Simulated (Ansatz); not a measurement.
Task: a rigid torsion scan of CH5B2FO, SMILES OBCBF, with the Ansatz DFT code, driven from Python. Give the script and its output. Use (for the species named): r2SCAN, cc-pVDZ basis, multiplicity 1.

```xyz
10

O    -2.1316   -0.3788    0.4182
B    -0.8913   -0.7085   -0.1641
C     0.4265   -0.2662    0.5438
B     1.3869    0.6742   -0.4085
F     0.8004    1.9422   -0.8360
H    -2.3966    0.5531   -0.0136
H    -0.8198   -1.3440   -1.1520
H     0.2633    0.3047    1.4828
H     1.0501   -1.1572    0.8552
H     2.3952    0.3293   -0.7227
```

Script `torsion_ch5b2fo.py`:
```python
"""Rigid torsion scan of CH5B2FO."""

import ansatz as az
from ase import Atoms


def main() -> None:
    atoms = Atoms(["O", "B", "C", "B", "F", "H", "H", "H", "H", "H"], positions=[
        [-2.1316, -0.3788, 0.4182],
        [-0.8913, -0.7085, -0.1641],
        [0.4265, -0.2662, 0.5438],
        [1.3869, 0.6742, -0.4085],
        [0.8004, 1.9422, -0.836],
        [-2.3966, 0.5531, -0.0136],
        [-0.8198, -1.344, -1.152],
        [0.2633, 0.3047, 1.4828],
        [1.0501, -1.1572, 0.8552],
        [2.3952, 0.3293, -0.7227],
    ])

    # start the scan from a relaxed geometry
    first = (
        az.Crystal.molecule_from_ase(atoms).calculation()
        .basis(gaussian="cc-pVDZ")
        .functional("r2scan")
        .relax(force_tolerance=0.02, max_steps=80)
    )
    atoms.positions = first.run(threads=1).report["positions_ang"]

    start = atoms.get_dihedral(2, 1, 0, 5)
    energies = {}
    for turn in range(0, 360, 40):
        turned = atoms.copy()
        turned.set_dihedral(2, 1, 0, 5, start + turn, indices=[0, 5])
        calc = (
            az.Crystal.molecule_from_ase(turned).calculation()
            .basis(gaussian="cc-pVDZ")
            .functional("r2scan")
        )
        energies[round((start + turn) % 360)] = calc.run(threads=1).report["free_energy_ev"]
    floor = min(energies.values())
    print("dihedral C2-B1-O0-H5 (deg)   E - E(min) (kcal/mol)")
    for angle, e in sorted(energies.items()):
        print(f"{angle:8d} {23.060548 * (e - floor):14.3f}  " + "#" * int(30 * (e - floor) / max(max(energies.values()) - floor, 1e-9)))


if __name__ == "__main__":
    main()
```

```console
$ python torsion_ch5b2fo.py
dihedral C2-B1-O0-H5 (deg)   E - E(min) (kcal/mol)
      20          3.144  ######
      60         12.093  ########################
     100         15.116  ##############################
     140          5.870  ###########
     180          0.000
     220          5.809  ###########
     260         15.021  #############################
     300         12.242  ########################
     340          3.276  ######
```

The scan is rigid and the energies are electronic, in a modest basis. With rigid groups the curve can differ much from the relaxed path, the start wasn't checked as a minimum of this torsion, and equivalent turns needn't return to the same energy. It ran for 49 s on 1 thread of AMD EPYC 9R45 (Zen 5) (shared host), peak memory 0.24 GiB.

(Lines on the test bed's own set-up are left out of the output.)
